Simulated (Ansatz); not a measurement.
I need a single point in a Gaussian basis of C2H2BCl, SMILES ClB1C=C1. Use Ansatz 0.2.0 through its Python package. Use: r2SCAN, def2-TZVP basis, multiplicity 1.

```
atom    x (Å)    y (Å)    z (Å)
  Cl  -1.1413  -0.6337   2.2464
   B  -0.3548  -0.1783   0.6459
   C   0.4126   0.7431  -0.2342
   C   0.1240  -0.4916  -0.7566
   H   0.9611   1.6810  -0.3635
   H   0.0405  -1.1845  -1.5841
```

`c2h2bcl.py`:
```python
"""Single point of C2H2BCl in a Gaussian basis."""

import ansatz as az

SETTINGS = {
    "basis": "def2-TZVP",
    "xc": "r2scan",
}

GEOMETRY = """
Cl   -1.14130   -0.63370    2.24640
B    -0.35480   -0.17830    0.64590
C     0.41260    0.74310   -0.23420
C     0.12400   -0.49160   -0.75660
H     0.96110    1.68100   -0.36350
H     0.04050   -1.18450   -1.58410
"""

geometry = az.Crystal.molecule()
for line in GEOMETRY.strip().splitlines():
    symbol, *xyz = line.split()
    geometry = geometry.atom(symbol, [float(v) for v in xyz])

setup = (
    geometry.calculation()
    .basis(gaussian=SETTINGS["basis"])
    .functional(SETTINGS["xc"])
    .accuracy("medium")  # preset for grids and thresholds
)
print(setup.to_yaml())
done = setup.run(threads=1)
data = done.report

print(f"E = {data['free_energy_ev']:.6f} eV = {data['free_energy_ev'] / 27.211386246:.7f} Ha")
print("converged:", data["converged"], " doubts:", data["published_state_doubts"] or "none")
```

```console
$ python c2h2bcl.py
crystal:
  periodic: [false, false, false]
  atoms:
    - { symbol: Cl, position_ang: [-1.1413, -0.6337, 2.2464] }
    - { symbol: B, position_ang: [-0.3548, -0.1783, 0.6459] }
    - { symbol: C, position_ang: [0.4126, 0.7431, -0.2342] }
    - { symbol: C, position_ang: [0.124, -0.4916, -0.7566] }
    - { symbol: H, position_ang: [0.9611, 1.681, -0.3635] }
    - { symbol: H, position_ang: [0.0405, -1.1845, -1.5841] }
accuracy: medium
basis:
  gaussian:
    orbitals: def2-TZVP
hamiltonian:
  xc: r2scan

E = -15303.263923 eV = -562.3845762 Ha
converged: True  doubts: none
```

What to keep in mind:
- These settings explore the input space; basis and method may be short of convergence.
- The geometry is a force-field or estimated start, not a minimum of this method, and the basis set is short of its limit.
- Finished in 5.6 s on 1 thread of Arm Neoverse V1, with other jobs on the host, peak memory 0.21 GiB.

(Lines on the test bed's own set-up are left out of the output.)
